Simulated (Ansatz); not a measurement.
# HC4 (Diamond): the cost of one run

Program: Ansatz 0.2.0. Level of theory: DFT LDA, scalar-relativistic, plane waves, PAW. These are calculated values, not measurements.

3 further runs of the same task are left out: 3 set aside as unsound or not needed.

### Step 1. The structure to begin with

Symmetry: P3m1, No. 156, trigonal system. The conventional cell has a = 2.497 Å, b = 2.497 Å, c = 24.767 Å, α = 90.00°, β = 90.00°, γ = 120.00°. H (site symmetry 3m) is surrounded by 1 C at 1.14 Å. C (site symmetry 3m) is surrounded by 1 H at 1.14 Å. C (site symmetry 3m) has 4 C at 1.53 Å as nearest neighbours. C (site symmetry 3m) has 4 C at 1.53 to 1.54 Å as nearest neighbours. Around C (site symmetry 3m) lie 4 C at 1.52 to 1.54 Å. C (site symmetry 3m) is surrounded by 4 C at 1.52 to 1.66 Å. C (site symmetry 3m) is surrounded by 4 C at 1.46 to 1.66 Å. Only part of the 9 independent sites is listed.

Structure file:

```cif
data_structure
_symmetry_space_group_name_H-M 'P3m1'
_symmetry_Int_Tables_number 156
_cell_length_a 2.4973
_cell_length_b 2.4973
_cell_length_c 24.7669
_cell_angle_alpha 90.000
_cell_angle_beta 90.000
_cell_angle_gamma 120.000
_cell_volume 133.77
loop_
_atom_site_label
_atom_site_type_symbol
_atom_site_symmetry_multiplicity
_atom_site_Wyckoff_symbol
_atom_site_fract_x
_atom_site_fract_y
_atom_site_fract_z
_atom_site_occupancy
H1 H 1 a 0.00000 0.00000 0.34320 1
C1 C 1 a 0.00000 0.00000 0.38923 1
C2 C 1 c 0.66667 0.33333 0.40981 1
C3 C 1 c 0.66667 0.33333 0.47156 1
C4 C 1 b 0.33333 0.66667 0.49214 1
C5 C 1 b 0.33333 0.66667 0.55444 1
C6 C 1 a 0.00000 0.00000 0.57390 1
C7 C 1 a 0.00000 0.00000 0.64106 1
C8 C 1 c 0.66667 0.33333 0.65144 1
```

Planes are indexed in the bulk's conventional cell (Fd-3m (No. 227)), a = 3.532 Å, b = 3.532 Å, c = 3.532 Å, α = 90.00°, β = 90.00°, γ = 90.00°.

It is a (111) slab, 7.8 Å thick as cut, with 17 Å of vacuum; its outer planes are C (top) and C (bottom). An earlier relaxation, lower half held, gave -1957.5900 eV, work function 4.92 eV (top face), 1.41 eV (bottom face), dipole along +c -0.105 e·Å per cell.

### Step 2. H put at a top (C) site

With the adsorbate the run is spin-polarised.

input.yaml reads:

```yaml
crystal:
  lattice:
    - [2.4973156147, 0.0, 0.0]
    - [-1.2486578074, 2.1627387636, 0.0]
    - [0.0, 0.0, 26.766911398]
  atoms:
    - { symbol: H, position: [0.0, 0.0, 0.3175562497] }
    - { symbol: C, position: [0.0, 0.0, 0.3601461468] }
    - { symbol: C, position: [0.6666666667, 0.3333333333, 0.3791906457] }
    - { symbol: C, position: [0.6666666667, 0.3333333333, 0.4363241424] }
    - { symbol: C, position: [0.3333333333, 0.6666666667, 0.4553686414] }
    - { symbol: C, position: [0.3333333333, 0.6666666667, 0.5130108279] }
    - { symbol: C, position: [0.0, 0.0, 0.5310170991] }
    - { symbol: C, position: [0.0, 0.0, 0.5931631213] }
    - { symbol: C, position: [0.6666666667, 0.3333333333, 0.6027638484] }
    - { symbol: H, position: [0.6666666667, 0.3333333333, 0.6431121719], spin: 1.0 }
basis:
  ecutwfc: 420
kpoints:
  mp_grid: { grid: [12, 12, 1] }
hamiltonian:
  xc: lda
scf:
  occupations: { method: gaussian, width: 0.05 }
output:
  forces: true
  eigenvalues: true
  populations: true
  write_density: true
  write_potential: true
  elf: true
  volumetric_format: npy
magnetization:
  spin_polarized: true
relax:
  adjacent_minimum: "off"
  f_tol: 0.03
  max_steps: 70
  constraints: [{ sites: [0, 1, 2, 3, 4] }]
efield:
  axis: 3
  dipole_correction: true
```

Started as:

```sh
$ ansatz run input.yaml --threads 1 --pin off --max-ram 2560MiB --backend cpu --events-out ev --progress --plain --runs-dir out
```

**Question.** How long does this run take on 1 thread of Intel Xeon at 2.70GHz, shared host, and how much memory does it need?

About 2.4 min, with a peak of 0.44 GiB.
